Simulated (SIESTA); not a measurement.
The system is DyAgB4F16.

```
CELL_PARAMETERS angstrom
5.40539 -0.12478 -0.02960
0.15132 6.87214 0.16225
0.52959 1.25889 9.42097
ATOMIC_POSITIONS crystal
Dy 0.51926 0.02752 0.47238
Ag 0.00308 0.96247 0.98684
B 0.98119 0.21513 0.31959
B 0.55178 0.22688 0.79930
B 0.47337 0.81347 0.22481
B 0.99486 0.73882 0.66272
F 0.19674 0.24063 0.39809
F 0.91781 0.00730 0.35012
F 0.01586 0.28058 0.17896
F 0.77162 0.30239 0.38449
F 0.47614 0.41013 0.81522
F 0.80733 0.19785 0.81155
F 0.42093 0.07423 0.88754
F 0.50163 0.19842 0.64733
F 0.25481 0.75420 0.17645
F 0.46718 0.02640 0.22928
F 0.49267 0.73816 0.37648
F 0.68047 0.76644 0.14835
F 0.00443 0.57478 0.60200
F 0.19811 0.87672 0.59928
F 0.00419 0.71679 0.80764
F 0.76655 0.85071 0.62158
```

The cell was built by a generator and needn't be a form met in nature.

Base run:

| Quantity | Value |
| --- | --- |
| Program | SIESTA 5.4.2 |
| Functional | PBEsol |
| Potentials or basis | PseudoDojo 0.4 standard with PseudoDojo 3+ lanthanides (4f in the core) (PBE and PBEsol files) |
| Basis | DZP (energy shift 0.003 Ry; two zetas on semicore shells) |
| Grid cutoff | 800 Ry |
| Energy shift | 0.003 Ry |
| k mesh | 5 × 4 × 3 |
| Occupations | fermi-dirac, width 0.05 eV |
| Spin | collinear spin, ferromagnetic start |
| Starting moments | [5.0, 0.0, 0.0, 0.0, 0.0, 0.0, 0.0, 0.0, 0.0, 0.0, 0.0, 0.0, 0.0, 0.0, 0.0, 0.0, 0.0, 0.0, 0.0, 0.0, 0.0, 0.0] μB |

Its results: band gap on the k mesh 4.27 eV, indirect (least direct gap 4.30 eV); pressure -1.4 GPa; net moment 0.00 μB per cell; largest force 0.433 eV/Å.

Q: The run is repeated on the same cell with these changes: functional from PBEsol to LDA; potentials or basis from PseudoDojo 0.4 standard with PseudoDojo 3+ lanthanides (4f in the core) (PBE and PBEsol files) to PseudoDojo 0.4 standard with PseudoDojo 3+ lanthanides (4f in the core) (PBE and LDA files). What comes out?

A: Band gap on the k mesh 4.08 eV, indirect (least direct gap 4.10 eV); pressure -4.6 GPa; net moment 0.00 μB per cell; largest force 0.291 eV/Å.

Caveats: the magnetic or orbital state may not be the lowest; the potentials were made for another functional, which shifts forces and pressure; short orbitals over semicore shells can move pressures by several GPa; spin-orbit coupling is left out, which moves the levels of the heavy elements; the 4f electrons are frozen in the core as for a trivalent ion, so they carry no moment and show no levels; the basis of atomic orbitals isn't converged, which shifts pressures, moduli and gaps.
